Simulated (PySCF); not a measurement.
# UTPSSh/def2-SVP run of SiNH5Se+ (SMILES [NH2+][SiH2][SeH])

Aim: the vertical doublet–quartet gap of SiNH5Se+ at UTPSSh/def2-SVP, from 2 runs. Input form: a Python script.

The results are computed with PySCF 2.14.0.

### 1 The system as given

SiNH5Se+: 8 atoms, total charge +1, spin state doublet. As SMILES, `[NH2+][SiH2][SeH]`. Geometry: a GFN2-xTB relaxation, a rough one for these elements and not checked as a minimum. This is one conformer, not always the lowest.

Bond lengths: N1–Si2 1.690 Å, Si2–Se3 2.602 Å, N1–H4 1.011 Å, N1–H5 1.011 Å, Si2–H6 1.452 Å, Si2–H7 1.452 Å, Se3–H8 1.450 Å. Angles: N1–Si2–Se3 104.4°, N1–Si2–H6 112.8°, N1–Si2–H7 114.7°, Se3–Si2–H6 97.4°, Se3–Si2–H7 96.1°, Si2–N1–H4 124.2°, Si2–N1–H5 124.3°, Si2–Se3–H8 97.0°, H6–Si2–H7 125.1°, H4–N1–H5 111.0°.

### 2 A single-point energy at UTPSSh/def2-SVP

Input file mol.xyz:

```xyz
8
H5NSeSi
N     -0.876260     0.357030    -0.792440
Si     0.560870     0.643760     0.049190
Se     1.145560    -1.649270     1.132110
H     -0.918800     0.017130    -1.744090
H     -1.793540     0.624830    -0.462260
H      0.353190     1.385190     1.280410
H      1.745760     0.728080    -0.785180
H     -0.216790    -2.106740     1.322270
```

Input file input.py:

```python
from pyscf import gto, dft

mol = gto.M(
    atom='mol.xyz',
    verbose=4,
    charge=1,
    max_memory=1860,
    spin=1,
    basis='def2-svp',
)

calc0 = dft.UKS(mol, xc='tpssh')
calc0.grids.level = 0
calc0.conv_tol = 1e-10
calc0.kernel()
if not calc0.converged:
    calc0 = calc0.newton().run(calc0.mo_coeff, calc0.mo_occ)

e_tot = calc0.e_tot
print(f'total energy: {e_tot:.8f} hartree')
```

On the command line:

```bash
OMP_NUM_THREADS=1 python input.py
```

Standard output:

```text
PySCF version 2.14.0

[INPUT] num. atoms = 8
[INPUT] num. electrons = 59
[INPUT] charge = 1
[INPUT] spin (= nelec alpha-beta = 2S) = 1
[INPUT] symmetry False subgroup None
[INPUT] Mole.unit = angstrom
[INPUT] Symbol           X                Y                Z      unit          X                Y                Z       unit  Magmom
[INPUT]  1 N     -0.876260000000   0.357030000000  -0.792440000000 AA   -1.655891413911   0.674688918253  -1.497494570150 Bohr   0.0
[INPUT]  2 Si     0.560870000000   0.643760000000   0.049190000000 AA    1.059890691485   1.216530089950   0.092955628067 Bohr   0.0
[INPUT]  3 Se     1.145560000000  -1.649270000000   1.132110000000 AA    2.164794659257  -3.116668605461   2.139377842881 Bohr   0.0
[INPUT]  4 H     -0.918800000000   0.017130000000  -1.744090000000 AA   -1.736280363250   0.032371008514  -3.295852436593 Bohr   0.0
[INPUT]  5 H     -1.793540000000   0.624830000000  -0.462260000000 AA   -3.389299393452   1.180757574412  -0.873544798341 Bohr   0.0
[INPUT]  6 H      0.353190000000   1.385190000000   1.280410000000 AA    0.667432369935   2.617629730486   2.419624227154 Bohr   0.0
[INPUT]  7 H      1.745760000000   0.728080000000  -0.785180000000 AA    3.299008279221   1.375871796773  -1.483775158486 Bohr   0.0
[INPUT]  8 H     -0.216790000000  -2.106740000000   1.322270000000 AA   -0.409673726544  -3.981161615666   2.498728162729 Bohr   0.0

nuclear repulsion = 228.818414181922
number of shells = 41
number of NR pGTOs = 169
number of NR cGTOs = 89
basis = def2-svp
ecp = {}

******** <class 'pyscf.dft.uks.UKS'> ********
method = UKS
initial guess = minao
damping factor = 0
level_shift factor = 0
DIIS = <class 'pyscf.scf.diis.CDIIS'>
diis_start_cycle = 1
diis_space = 8
diis_damp = 0
SCF conv_tol = 1e-10
SCF conv_tol_grad = None
SCF max_cycles = 50
direct_scf = True
direct_scf_tol = 1e-13
number electrons alpha = 30  beta = 29
XC library pyscf.dft.libxc version 7.0.0
    S. Lehtola, C. Steigemann, M. J.T. Oliveira, and M. A.L. Marques.,  SoftwareX 7, 1–5 (2018)
XC functionals = tpssh
radial grids:
    Treutler-Ahlrichs [JCP 102, 346 (1995); DOI:10.1063/1.469408] (M4) radial grids

becke partition: Becke, JCP 88, 2547 (1988); DOI:10.1063/1.454033
pruning grids: <function nwchem_prune>
grids dens level: 0
symmetrized grids: False
atomic radii adjust function: <function treutler_atomic_radii_adjust>
small_rho_cutoff = 0
Set gradient conv threshold to 1e-05
tot grids = 8240
init E= -2747.38511218516
[... the frontier-level lines of each cycle are left out ...]


cycle= 1 E= -2747.97887436889  delta_E= -0.594  |g|= 0.338  |ddm|= 1.92
cycle= 2 E= -2747.51178791686  delta_E= 0.467  |g|= 0.873  |ddm|= 1.24
cycle= 3 E= -2748.00254893709  delta_E= -0.491  |g|= 0.184  |ddm|= 1.19
cycle= 4 E= -2748.02716593469  delta_E= -0.0246  |g|= 0.0559  |ddm|= 0.262
cycle= 5 E= -2748.02916277075  delta_E= -0.002  |g|= 0.023  |ddm|= 0.097
cycle= 6 E= -2748.02943235645  delta_E= -0.00027  |g|= 0.00483  |ddm|= 0.0311
cycle= 7 E= -2748.02945636692  delta_E= -2.4e-05  |g|= 0.00176  |ddm|= 0.0111
cycle= 8 E= -2748.02946672391  delta_E= -1.04e-05  |g|= 0.00124  |ddm|= 0.0113
cycle= 9 E= -2748.0294709097  delta_E= -4.19e-06  |g|= 0.00114  |ddm|= 0.00862
cycle= 10 E= -2748.02947247747  delta_E= -1.57e-06  |g|= 0.000681  |ddm|= 0.00467
cycle= 11 E= -2748.02947304336  delta_E= -5.66e-07  |g|= 0.000117  |ddm|= 0.00295
cycle= 12 E= -2748.0294730822  delta_E= -3.88e-08  |g|= 2.71e-05  |ddm|= 0.00101
cycle= 13 E= -2748.02947308289  delta_E= -6.86e-10  |g|= 3.03e-05  |ddm|= 0.000102
cycle= 14 E= -2748.02947308411  delta_E= -1.23e-09  |g|= 2.61e-06  |ddm|= 0.000172
cycle= 15 E= -2748.02947308413  delta_E= -1.5e-11  |g|= 1.65e-06  |ddm|= 8.37e-06
Extra cycle  E= -2748.02947308413  delta_E= 4.55e-13  |g|= 2.69e-06  |ddm|= 6.01e-06
converged SCF energy = -2748.02947308413  <S^2> = 0.75350506  2S+1 = 2.003502
total energy: -2748.02947308 hartree
```

Run time: 6.6 s. Hardware: 1 thread of Arm Neoverse V1, shared host; peak memory 0.2 GiB.

### 3 The quartet

Input file calc.py:

```python
from pyscf import gto, dft

mol = gto.Mole()
mol.atom = '''
N     -1.655891     0.674689    -1.497495
Si     1.059891     1.216530     0.092956
Se     2.164795    -3.116669     2.139378
H     -1.736280     0.032371    -3.295852
H     -3.389299     1.180758    -0.873545
H      0.667432     2.617630     2.419624
H      3.299008     1.375872    -1.483775
H     -0.409674    -3.981162     2.498728
'''
mol.charge = 1
mol.basis = 'def2-svp'
mol.unit = 'bohr'
mol.spin = 3
mol.max_memory = 1860
mol.verbose = 3
mol.build()

calc0 = dft.UKS(mol, xc='tpssh')
calc0.conv_tol = 1e-10
calc0.grids.level = 0
calc0.kernel()
if not calc0.converged:
    calc0 = calc0.newton().run(calc0.mo_coeff, calc0.mo_occ)

energy = calc0.e_tot
print(f'total energy: {energy:.8f} hartree')
```

On the command line:

```bash
OMP_NUM_THREADS=1 python calc.py
```

Standard output:

```text
WARN: HOMO -0.0560746505493048 >= LUMO -0.290028733751595

WARN: HOMO -0.285441478608298 >= LUMO -0.482640272675524

WARN: HOMO -0.279437215284087 >= LUMO -0.428802532504869

WARN: HOMO -0.255072856032534 >= LUMO -0.414439815969848

WARN: HOMO -0.260198793578047 >= LUMO -0.415566323172885

WARN: HOMO -0.261530836432663 >= LUMO -0.410816942330077

WARN: HOMO -0.261821608049097 >= LUMO -0.411865019257371

WARN: HOMO -0.261837637044812 >= LUMO -0.411750796828317

WARN: HOMO -0.261817778524333 >= LUMO -0.411740672547386

WARN: HOMO -0.261793268749361 >= LUMO -0.411738146769841

WARN: HOMO -0.261792762506163 >= LUMO -0.411751243707334

WARN: HOMO -0.261800073866201 >= LUMO -0.411760671845179

WARN: HOMO -0.261794806639444 >= LUMO -0.41175911023245

WARN: HOMO -0.26179504271998 >= LUMO -0.411760774070809

WARN: HOMO -0.261795265623813 >= LUMO -0.411761329517937

WARN: HOMO -0.261794997398742 >= LUMO -0.411760905627049

converged SCF energy = -2747.84367190696  <S^2> = 3.7582489  2S+1 = 4.0041223
total energy: -2747.84367191 hartree
```

It took 6.6 s on 1 thread of Arm Neoverse V1, shared host; peak memory 0.21 GiB.

### 4 Summary of results

Level: UTPSSh/def2-SVP.

| quantity | value |
| --- | --- |
| doublet: total energy | -2748.02947 Eh |
| doublet: HOMO energy (highest over α and β) | -12.04 eV |
| doublet: LUMO energy (lowest over α and β) | -10.84 eV |
| doublet: ⟨S²⟩ | 0.754 |
| quartet: total energy | -2747.84367 Eh |
| quartet: HOMO energy (highest over α and β) | -7.12 eV |
| quartet: ⟨S²⟩ | 3.758 |
| vertical energy of the quartet above the doublet | 5.056 eV |

In words: At this shape the quartet lies 5.06 eV (117 kcal/mol) above the doublet. Mulliken charges (doublet) run from -0.34 on N1 to +0.54 on Si2. Mulliken charges (quartet) run from -0.14 on N1 to +0.41 on Se3.
